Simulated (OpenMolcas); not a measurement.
# A workflow on [CSO3F3]− (SMILES [O-]S(=O)(=O)C(F)(F)F)

We compute the energy (HF/ANO-R0), then a single-point energy (CASSCF(2,2)/ANO-R1), then the energy along one coordinate (CASPT2(2,2)/ANO-R1), then an energy scan (SC-NEVPT2(2,2)/ANO-R1), then the energy along one coordinate (MC-PDFT[tPBE](2,2)/ANO-R1) of [CSO3F3]−. 

The results are computed with OpenMolcas 26.06.

## (1) The structure to begin with

[CSO3F3]− has 8 atoms, charge -1, and is taken as a singlet. SMILES: `[O-]S(=O)(=O)C(F)(F)F`. The shape is that of a PBE0-D4/def2-TZVPD optimisation.

Bond lengths: O1–S2 1.447 Å, S2–O3 1.447 Å, S2–O4 1.447 Å, S2–C5 1.853 Å, C5–F6 1.341 Å, C5–F7 1.341 Å, C5–F8 1.341 Å. Some angles: O1–S2–O3 115.5°, O1–S2–O4 115.5°, O1–S2–C5 102.4°, O3–S2–O4 115.5°, O3–S2–C5 102.4°, O4–S2–C5 102.4°, S2–C5–F6 111.9°, S2–C5–F7 111.9°, S2–C5–F8 111.9°, F6–C5–F7 106.9°.

## (2) A single-point energy at HF/ANO-R0 (sfX2C) (run 1)

Contents of geom.xyz:

```xyz
8

O     -0.452120    -1.793850     0.534600
S      0.514500    -0.855220     0.007850
O      1.622110    -0.542800     0.884460
O      0.853150    -1.026290    -1.388190
C     -0.440870     0.732840    -0.006730
F     -0.854330     1.079580     1.221330
F      0.292430     1.753940    -0.474640
F     -1.534870     0.651830    -0.778680
```

Contents of step1.input:

```
>>> EXPORT MOLCAS_PRINT=2

&GATEWAY
  COORD=geom.xyz
  BASIS=ANO-R0
  GROUP=NoSym

&SEWARD

&SCF
  CHARGE=-1
  PRORBITALS=0

&LOCALISATION
  OCCUPIED
  FREEZE
  PIPEK-MEZEY

&LOCALISATION
  FILEORB=$Project.LocOrb
  VIRTUAL
  PIPEK-MEZEY
```

Command:

```sh
$ export MOLCAS_MEM=1860
$ pymolcas step1.input > step1.log
```

The log of the run:

```text
--- Start Module: gateway ---
[...]
--- Stop Module: gateway /rc=_RC_ALL_IS_WELL_ ---
[...]
      Basis functions           44
[...]
       Convergence after  12 Iterations
[...]
::    Total SCF energy                               -958.4526253068
[...]
      Total spin, S                                     0.0000000000
[...]
      Total electronic charge=   74.000000
      Total            charge=   -1.000000
[...]
      Dipole Moment (debye):
      Origin of the operator (angstrom)=    0.0247   -0.0411    0.0004
                   X= -1.6172E+00               Y=  2.6882E+00               Z= -2.4678E-02           Total=  3.1372E+00
      Center of Charge (angstrom)
[...]
--- Start Module: localisation ---
[...]
--- Stop Module: localisation /rc=_RC_ALL_IS_WELL_ ---
--- Start Module: localisation ---
[...]
--- Stop Module: localisation /rc=_RC_ALL_IS_WELL_ ---
[...]
```

It took 17 s on 1 thread of Intel Xeon at 2.50GHz (Skylake/Cascade Lake), shared host; peak memory 0.39 GiB.

## (3) The energy at CASSCF(2,2)/ANO-R1 (sfX2C, RICD fitting) (run 2)

geom.xyz is that of step 2.

Contents of step2.input:

```
&GATEWAY
COORD=geom.xyz
BASIS=ANO-R0
GROUP=NoSym
&SEWARD
&RASSCF
FILEORB=$CurrDir/step1.LocOrb
SPIN=1
NACTEL=2 0 0
INACTIVE=36
RAS2=2
ORBLISTING=Nothing
>>> COPY $Project.RunFile RUNFIL1
>>> COPY $Project.RasOrb INPORB
&GATEWAY
COORD=geom.xyz
BASIS=ANO-R1
GROUP=NoSym
RICD
&SEWARD
>>> COPY $Project.RunFile RUNFIL2
&EXPBAS
&RASSCF
FILEORB=$Project.ExpOrb
SPIN=1
NACTEL=2 0 0
INACTIVE=36
RAS2=2
ORBLISTING=Nothing
ORBAPPEAR=Compact
```

Command:

```sh
$ export MOLCAS_MEM=1860
$ pymolcas step2.input > step2.log
```

The log of the run:

```text
--- Start Module: gateway ---
[...]
--- Stop Module: gateway /rc=_RC_ALL_IS_WELL_ ---
[...]
      Basis functions           44
[...]
      Number of active orbitals                  2
[...]
      Spin quantum number                      0.0
[...]
      Active orbitals                            2
[...]
      Number of CSFs                             3
[...]
      Number of root(s) required                 1
[...]
      Convergence after 12 iterations
[...]
      printout of CI-coefficients larger than  0.05 for root  1
      energy=    -958.468339
      conf/sym  11     Coeff  Weight
             1  20   0.99021 0.98051
             3  02  -0.13959 0.01949
      Natural orbitals and occupation numbers for root  1
      sym 1:   1.961027   0.038973
      ************************************************************************************************************************
      *                                                    Final results                                                     *
[...]
::    RASSCF root number  1 Total energy:   -958.46833943
[...]
      Basis functions          116
[...]
--- Start Module: expbas ---
[...]
--- Stop Module: expbas /rc=_RC_ALL_IS_WELL_ ---
--- Start Module: rasscf ---
[...]
      Convergence after 13 iterations
[...]
      Natural orbitals and occupation numbers for root  1
      sym 1:   1.975046   0.024954
      ************************************************************************************************************************
      *                                                    Final results                                                     *
[...]
::    RASSCF root number  1 Total energy:   -960.05862704
[...]
      Total electronic charge=   74.000000
      Total            charge=   -1.000000
[...]
      Dipole Moment (debye):
      Origin of the operator (angstrom)=    0.0247   -0.0411    0.0004
                   X= -2.2549E+00               Y=  3.7481E+00               Z= -3.4381E-02           Total=  4.3743E+00
      Center of Charge (angstrom)
[...]
--- Stop Module: rasscf /rc=_RC_ALL_IS_WELL_ ---
[...]
```

It took 63 s on 1 thread of Intel Xeon at 2.50GHz (Skylake/Cascade Lake), shared host; peak memory 0.39 GiB.

## (4) The energy along one coordinate at CASPT2(2,2)/ANO-R1 (sfX2C, RICD fitting, ipea shift 0.25 Eh, pt2 variant SS) (run 3)

Contents of step3.input:

```
>>> COPY $CurrDir/step2.RasOrb $Project.RasOrb
>>> ForEach K in (1, 2, 3, 4, 5, 6, 7, 8, 9)

&GATEWAY
 Coord=$CurrDir/point$K.xyz
 Basis=ANO-R1
 Group=NoSym
 RICD

&SEWARD

&RASSCF
 FileOrb=$Project.RasOrb
 Spin=1
 Nactel=2 0 0
 Inactive=36
 Ras2=2
 OrbListing=Nothing
 OrbAppear=Compact

&CASPT2
 Imaginary=0.2
 Frozen=12
>>> EndDo
```

Command:

```sh
$ export MOLCAS_MEM=1860
$ pymolcas step3.input > step3.log
```

The log of the run:

```text
[...]
      Basis functions          116
[...]
      Number of active orbitals                  2
[...]
      Spin quantum number                      0.0
[...]
      Active orbitals                            2
[...]
      Number of CSFs                             3
[...]
      Number of root(s) required                 1
[...]
      Convergence after 11 iterations
[...]
      Natural orbitals and occupation numbers for root  1
      sym 1:   1.986421   0.013579
      ************************************************************************************************************************
      *                                                    Final results                                                     *
[...]
::    RASSCF root number  1 Total energy:   -960.04205598
[...]
::    CASPT2 Root  1     Total energy:   -961.43794712
[...]
      Convergence after 10 iterations
[...]
      Natural orbitals and occupation numbers for root  1
      sym 1:   1.975072   0.024928
      ************************************************************************************************************************
      *                                                    Final results                                                     *
[...]
      Convergence after 11 iterations
[...]
      Natural orbitals and occupation numbers for root  1
      sym 1:   1.633615   0.366385
      ************************************************************************************************************************
      *                                                    Final results                                                     *
[...]
      Convergence after 12 iterations
[...]
      Natural orbitals and occupation numbers for root  1
      sym 1:   1.359846   0.640154
      ************************************************************************************************************************
      *                                                    Final results                                                     *
[...]
      Convergence after 10 iterations
[...]
      Natural orbitals and occupation numbers for root  1
      sym 1:   1.138528   0.861472
      ************************************************************************************************************************
      *                                                    Final results                                                     *
[...]
::    RASSCF root number  1 Total energy:   -959.93198646
[...]
::    CASPT2 Root  1     Total energy:   -961.31696386
[...]
      Convergence after  9 iterations
[...]
::    RASSCF root number  1 Total energy:   -959.92948033
[...]
::    CASPT2 Root  1     Total energy:   -961.31292589
[...]
```

Wall time 8.6 min (1 thread of Intel Xeon at 2.50GHz (Skylake/Cascade Lake), shared host); peak memory 0.12 GiB.

The scan, from its lowest point:

```
C5–S2 (Å)  energy (kJ/mol)
    1.668             35.5
    1.853              0.0
    2.039             24.3
    2.317             91.4
    2.687            179.1
    3.151            263.6
    3.707            324.2
    4.448            353.2
    5.560            363.8
```

## (5) An energy scan at SC-NEVPT2(2,2)/ANO-R1 (sfX2C, RICD fitting, pt2 variant SC-NEVPT2) (run 4)

Contents of step4.inp:

```
>>> COPY $CurrDir/step2.RasOrb $Project.RasOrb
>>> ForEach K in (1, 2, 3, 4, 5, 6, 7, 8, 9)
&GATEWAY
Coord = $CurrDir/point$K.xyz
Basis = ANO-R1
Group = NoSym
RICD
&SEWARD
&RASSCF
FileOrb = $Project.RasOrb
Spin = 1
Nactel = 2 0 0
Inactive = 36
Ras2 = 2
OrbListing = Nothing
OrbAppear = Compact
&CASPT2
SC-NEVPT2
Frozen = 12
>>> EndDo
```

Command:

```sh
$ export MOLCAS_MEM=1860
$ pymolcas step4.inp > step4.log
```

The log of the run:

```text
[...]
      Basis functions          116
[...]
      Number of active orbitals                  2
[...]
      Spin quantum number                      0.0
[...]
      Active orbitals                            2
[...]
      Number of CSFs                             3
[...]
      Number of root(s) required                 1
[...]
      Convergence after 11 iterations
[...]
      printout of CI-coefficients larger than  0.05 for root  1
      energy=    -960.042056
      conf/sym  11     Coeff  Weight
             1  20   0.99660 0.99321
             3  02  -0.08240 0.00679
      Natural orbitals and occupation numbers for root  1
      sym 1:   1.986421   0.013579
      ************************************************************************************************************************
      *                                                    Final results                                                     *
[...]
::    RASSCF root number  1 Total energy:   -960.04205598
[...]
      E2 (Variational):          -1.3837753682
[...]
::    SC-NEVPT2 Root  1     Total energy:   -961.42578260
[...]
      Convergence after 10 iterations
[...]
      Natural orbitals and occupation numbers for root  1
      sym 1:   1.975072   0.024928
      ************************************************************************************************************************
      *                                                    Final results                                                     *
[...]
      Convergence after 11 iterations
[...]
      Natural orbitals and occupation numbers for root  1
      sym 1:   1.633615   0.366385
      ************************************************************************************************************************
      *                                                    Final results                                                     *
[...]
      Convergence after 12 iterations
[...]
      Natural orbitals and occupation numbers for root  1
      sym 1:   1.359846   0.640154
      ************************************************************************************************************************
      *                                                    Final results                                                     *
[...]
      Convergence after 10 iterations
[...]
::    RASSCF root number  1 Total energy:   -959.93198646
[...]
::    SC-NEVPT2 Root  1     Total energy:   -961.30848084
[...]
      Convergence after  9 iterations
[...]
::    RASSCF root number  1 Total energy:   -959.92948033
[...]
      E2 (Variational):          -1.3751176463
[...]
      Reference weight:           0.73486
[...]
::    SC-NEVPT2 Root  1     Total energy:   -961.30459798
[...]
```

It took 7.7 min on 1 thread of Intel Xeon at 2.50GHz (Skylake/Cascade Lake), shared host; peak memory 0.12 GiB.

The scan, from its lowest point:

```
C5–S2 (Å)  energy (kJ/mol)
    1.668             37.1
    1.853              0.0
    2.039             22.8
    2.317             88.5
    2.687            176.0
    3.151            260.2
    3.707            318.1
    4.448            345.1
    5.560            355.3
```

## (6) The energy along one coordinate at MC-PDFT[tPBE](2,2)/ANO-R1 (sfX2C, RICD fitting) (run 5)

Contents of step5.inp:

```
>>> COPY $CurrDir/step2.RasOrb $Project.RasOrb
>>> ForEach K in (1, 2, 3, 4, 5, 6, 7, 8, 9)
&GATEWAY
Coord=$CurrDir/point$K.xyz
Basis=ANO-R1
Group=NoSym
RICD
&SEWARD
&RASSCF
FileOrb=$Project.RasOrb
Spin=1
Nactel=2 0 0
Inactive=36
Ras2=2
OrbListing=Nothing
OrbAppear=Compact
&MCPDFT
KSDFT=T:PBE
>>> EndDo
```

Command:

```sh
$ export MOLCAS_MEM=1860
$ pymolcas step5.inp > step5.log
```

The log of the run:

```text
--- Start Module: gateway ---
[...]
      Basis functions          116
[...]
      Number of active orbitals                  2
[...]
      Spin quantum number                      0.0
[...]
      Active orbitals                            2
[...]
      Number of CSFs                             3
[...]
      Number of root(s) required                 1
[...]
      Convergence after 11 iterations
[...]
      printout of CI-coefficients larger than  0.05 for root  1
      energy=    -960.042056
      conf/sym  11     Coeff  Weight
             1  20   0.99660 0.99321
             3  02  -0.08240 0.00679
      Natural orbitals and occupation numbers for root  1
      sym 1:   1.986421   0.013579
      ************************************************************************************************************************
      *                                                    Final results                                                     *
[...]
::    RASSCF root number  1 Total energy:   -960.04205598
[...]
::    MCPDFT root number  1 Total energy:   -962.48062126
[...]
      Convergence after 10 iterations
[...]
      Natural orbitals and occupation numbers for root  1
      sym 1:   1.975072   0.024928
      ************************************************************************************************************************
      *                                                    Final results                                                     *
[...]
      Convergence after 11 iterations
[...]
      Natural orbitals and occupation numbers for root  1
      sym 1:   1.633615   0.366385
      ************************************************************************************************************************
      *                                                    Final results                                                     *
[...]
      Convergence after 12 iterations
[...]
      Natural orbitals and occupation numbers for root  1
      sym 1:   1.359846   0.640154
      ************************************************************************************************************************
      *                                                    Final results                                                     *
[...]
      Convergence after 10 iterations
[...]
::    RASSCF root number  1 Total energy:   -959.93198646
[...]
::    MCPDFT root number  1 Total energy:   -962.35768671
[...]
      Convergence after  9 iterations
[...]
::    RASSCF root number  1 Total energy:   -959.92948033
[...]
      Total electronic charge=   74.000000
      Total            charge=   -1.000000
[...]
::    MCPDFT root number  1 Total energy:   -962.35383174
[...]
```

Wall time 6.9 min (1 thread of Intel Xeon at 2.50GHz (Skylake/Cascade Lake), shared host); peak memory 0.084 GiB.

The scan, from its lowest point:

```
C5–S2 (Å)  energy (kJ/mol)
    1.668             40.1
    1.853              0.0
    2.039             18.7
    2.317             79.8
    2.687            164.9
    3.151            255.3
    3.707            328.5
    4.448            362.8
    5.560            372.9
```

## (7) Summary of results

| quantity | value |
| --- | --- |
| run 1, HF/ANO-R0: total energy | -958.45263 Eh |
| run 1, HF/ANO-R0: HOMO energy | -2.44 eV |
| run 1, HF/ANO-R0: LUMO energy | 13.98 eV |
| run 1, HF/ANO-R0: HOMO–LUMO gap (to an unbound level, set by the basis) | 16.42 eV |
| run 2, CASSCF(2,2)/ANO-R1: total energy | -960.05863 Eh |
| run 3, CASPT2(2,2)/ANO-R1: lowest energy of the scan | -961.45148 Eh |
| run 4, SC-NEVPT2(2,2)/ANO-R1: lowest energy of the scan | -961.43991 Eh |
| run 5, MC-PDFT[tPBE](2,2)/ANO-R1: lowest energy of the scan | -962.49588 Eh |

What this shows: Mulliken charges (run 1, HF/ANO-R0) run from -0.61 on O1 to +1.26 on S2; they depend strongly on the basis. Mulliken charges (run 2, CASSCF(2,2)/ANO-R1) run from -0.58 on O1 to +0.82 on S2.
